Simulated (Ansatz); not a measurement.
# Cu3Mo: from a guess to a relaxed structure

Aim: relax a trial structure of Cu3Mo and see where it ends.

Program: Ansatz 0.2.0. Level of theory: DFT PBE, scalar-relativistic, plane waves, PAW. These are calculated values, not measurements.

## Step 1: The starting structure

Symmetry: P-6m2, No. 187, hexagonal system. Conventional cell: a = 2.799 Å, b = 2.799 Å, c = 8.719 Å, α = 90.00°, β = 90.00°, γ = 120.00°. Cu (site symmetry -6m2) has 12 Cu at 2.63 to 2.80 Å as nearest neighbours. Cu (site symmetry 3m) has 9 Cu at 2.63 to 2.80 Å and 3 Mo at 2.80 Å as nearest neighbours. Mo (site symmetry -6m2) is surrounded by 6 Cu at 2.80 Å and 6 Mo at 2.80 Å.

Coordinates:

```cif
data_structure
_symmetry_space_group_name_H-M 'P-6m2'
_symmetry_Int_Tables_number 187
_cell_length_a 2.7989
_cell_length_b 2.7989
_cell_length_c 8.7190
_cell_angle_alpha 90.000
_cell_angle_beta 90.000
_cell_angle_gamma 120.000
_cell_volume 59.15
loop_
_atom_site_label
_atom_site_type_symbol
_atom_site_symmetry_multiplicity
_atom_site_Wyckoff_symbol
_atom_site_fract_x
_atom_site_fract_y
_atom_site_fract_z
_atom_site_occupancy
Cu1 Cu 1 a 0.00000 0.00000 0.00000 1
Cu2 Cu 2 i 0.66667 0.33333 0.76162 1
Mo1 Mo 1 b 0.00000 0.00000 0.50000 1
```

The cell is invented: species swapped into a database cell of Co3Ir (P-6m2, No. 187), with Cu on the Co sites and Mo on the Ir sites. The dimensions are guesses.

## Step 2: Probe: one point on a coarse mesh

input.yaml reads:

```yaml
crystal:
  lattice:
    - [2.79889498, 0.0, 0.0]
    - [-1.39944749, 2.42391416, 0.0]
    - [0.0, 0.0, 8.71903054]
  atoms:
    - { symbol: Cu, position: [0.0, 0.0, 0.0] }
    - { symbol: Cu, position: [0.66666667, 0.33333333, 0.76162153] }
    - { symbol: Cu, position: [0.66666667, 0.33333333, 0.23837847] }
    - { symbol: Mo, position: [0.0, 0.0, 0.5] }
basis:
  ecutwfc: 420
kpoints:
  mp_grid: { grid: [6, 6, 2] }
hamiltonian:
  xc: pbe
scf:
  occupations: { method: gaussian, width: 0.1 }
  lower_state_search: "off"
output:
  forces: true
  stress: true
  eigenvalues: true
```

The run is started by

```console
ansatz run input.yaml --threads 1 --pin off --max-ram 2560MiB --backend cpu --events-out ev --progress --plain --runs-dir out
```

Further runs follow: rough relaxation on the coarse mesh; spin check on a coarse mesh; relaxation on the finer mesh.

**Question.** What will these runs give? Wanted: conventional cell; volume; energy over the elements; gap on the mesh.

As calculated:

| quantity | value |
| --- | --- |
| symmetry at the end (tolerance 0.05 Å) | space group P-6m2 (No. 187) |
| conventional cell | a = 2.652 Å, b = 2.652 Å, c = 8.670 Å, α = 90.00°, β = 90.00°, γ = 120.00° |
| volume | 13.20 Å³/atom |
| energy over the elements | +0.20 eV/atom |
| gap on the mesh | none (metal) |

What this shows: The space group P-6m2 (No. 187) is kept, and the volume per atom shrinks by 10.7 % from the first guess. The formation energy is positive, so the separate elements lie lower. No finished test with a distortion of lower symmetry is shown, so the end may be a saddle point. Other magnetic orders were not searched.
